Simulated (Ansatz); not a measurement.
This script drives Ansatz 0.2.0 through its Python package.

`re_field.py`
```python
# -*- coding: utf-8 -*-
"""A slab of Re in an electric field."""

import logging
import sys

import ansatz
from ase import Atoms
from ase.build import surface
import numpy as np
from tabulate import tabulate

logging.basicConfig(stream=sys.stdout, format="%(name)s: %(message)s")
log = logging.getLogger("calc")
log.setLevel(logging.INFO)

atoms = Atoms(
    ["Re"],
    scaled_positions=[
        (0.0, 0.0, 0.0),
    ],
    cell=[
        (0.0, 1.975, 1.975),
        (1.975, 0.0, 1.975),
        (1.975, 1.975, 0.0),
    ],
    pbc=True,
)
# the plane is named in the basis of this cell
rows = []
for value in [0.0, 0.1, 0.2, 0.3]:
    slab = surface(atoms, (0, 0, 1), 2, vacuum=7.0)
    slab.pbc = True
    setup = (
        ansatz.Crystal.from_ase(slab).calculation()
        .basis(650)
        .occupations("cold", width=0.05)
        .functional("r2scan")
        .kpoints(7, 7, 1)
        .electric_field(axis=3, dipole_correction=True, amplitude=value)
    )
    data = setup.run().report
    face = data["work_function"]
    rows.append((value, len(slab), data["free_energy_ev"], face["dipole_moment_e_ang"], face.get("phi_plus_ev"), face.get("phi_minus_ev")))

print(tabulate(rows, headers=["field (V/A)", "atoms", "F (eV)", "dipole (e A)", "phi upper (eV)", "phi lower (eV)"], floatfmt=".4f", missingval="-"))
log.info(f"induced dipole per field: {np.polyfit([row[0] for row in rows], [row[3] for row in rows], 1)[0]:.3f} e A^2/V")
```

It is started by `python re_field.py`. How long does it take on 1 thread of Arm Neoverse V2, on a shared host, and how much memory does it need?

It took about 34 s, with a peak of 0.68 GiB, for 4 runs of the engine.

```console
$ python re_field.py
  field (V/A)    atoms       F (eV)    dipole (e A)    phi upper (eV)    phi lower (eV)
-------------  -------  -----------  --------------  ----------------  ----------------
       0.0000        2  -21758.8283          0.0000            5.4989            5.4990
       0.1000        2  -21758.8294          0.0221            -                 -
       0.2000        2  -21758.8327          0.0442            -                 -
       0.3000        2  -21758.8382          0.0663            -                 -
calc: induced dipole per field: 0.221 e A^2/V
```

Absolute energies stand on the zero of these potentials, so only differences at equal settings mean something. A total without «per atom» is that of the whole cell that was run. The run is spin-unpolarised. The mesh is modest for a metal, so energies can be off by several to tens of meV an atom and pressures by half a GPa or more; differences at equal mesh fare better. Spin-orbit coupling, which matters for elements this heavy, is left out. This isn't the structure that Re takes at ambient conditions. The slabs are thin, unrelaxed cuts of the structure as given, on a modest mesh, so the surface energy isn't converged; Miller indices refer to the cell as typed, and unlike faces give only a mean.
